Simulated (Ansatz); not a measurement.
# Ta2Ru3: the cost of one run

Computed with Ansatz 0.2.0 (DFT PBE, scalar-relativistic, plane waves, PAW, unless a step's input says otherwise).

## (1) The starting structure

The structure is trigonal, space group P-3m1 (No. 164). Conventional cell: a = 2.765 Å, b = 2.765 Å, c = 22.242 Å, α = 90.00°, β = 90.00°, γ = 120.00°. Ta (site symmetry 3m) is surrounded by 3 Ru at 2.74 Å and 9 Ta at 2.74 to 2.76 Å. Ta (site symmetry 3m) is surrounded by 12 Ta at 2.74 to 2.76 Å. Around Ru (site symmetry 3m) lie 12 Ru at 2.74 to 2.76 Å. Ru (site symmetry 3m) has 3 Ta at 2.74 Å and 9 Ru at 2.74 to 2.76 Å as nearest neighbours.

Coordinates:

```
Ta Ru
1.0
     2.76493    0.00000    0.00000
    -1.38247    2.39450    0.00000
     0.00000    0.00000   22.24236
Ta Ru
4 6
Cartesian
  0.0000 1.5963 7.7848
  0.0000 1.5963 12.2333
  1.3825 0.7982 10.0091
  1.3825 0.7982 14.4575
  0.0000 1.5963 21.1302
  0.0000 1.5963 3.3364
  0.0000 1.5963 16.6818
  1.3825 0.7982 1.1121
  1.3825 0.7982 5.5606
  1.3825 0.7982 18.9060
```

The start is an ordering of an alloy on its end members' structure types: elements ordered on the sites of the Ag type, Ru/Ta on Ag (P-3m1, No. 164).

## (2) A first look at the guess

input.yaml

```yaml
crystal:
  lattice:
    - [2.76493058, 0.0, 0.0]
    - [-1.38246529, 2.39450012, 0.0]
    - [0.0, 0.0, 22.24236327]
  atoms:
    - { symbol: Ta, position: [0.33333333, 0.66666667, 0.35] }
    - { symbol: Ta, position: [0.33333333, 0.66666667, 0.55] }
    - { symbol: Ta, position: [0.66666667, 0.33333333, 0.45] }
    - { symbol: Ta, position: [0.66666667, 0.33333333, 0.65] }
    - { symbol: Ru, position: [0.33333333, 0.66666667, 0.95] }
    - { symbol: Ru, position: [0.33333333, 0.66666667, 0.15] }
    - { symbol: Ru, position: [0.33333333, 0.66666667, 0.75] }
    - { symbol: Ru, position: [0.66666667, 0.33333333, 0.05] }
    - { symbol: Ru, position: [0.66666667, 0.33333333, 0.25] }
    - { symbol: Ru, position: [0.66666667, 0.33333333, 0.85] }
basis:
  ecutwfc: 420
kpoints:
  mp_grid: { grid: [6, 6, 1] }
hamiltonian:
  xc: pbe
scf:
  occupations: { method: gaussian, width: 0.1 }
  lower_state_search: "off"
output:
  forces: true
  stress: true
  eigenvalues: true
```

Started as:

```console
$ ansatz run input.yaml --threads 4 --pin off --max-ram 8192MiB --backend cpu --events-out ev --progress --plain --runs-dir out
```

Q: Estimate wall time and peak memory on 4 threads of Arm Neoverse N1, shared host.

About 3.1 s, with a peak of 0.59 GiB.
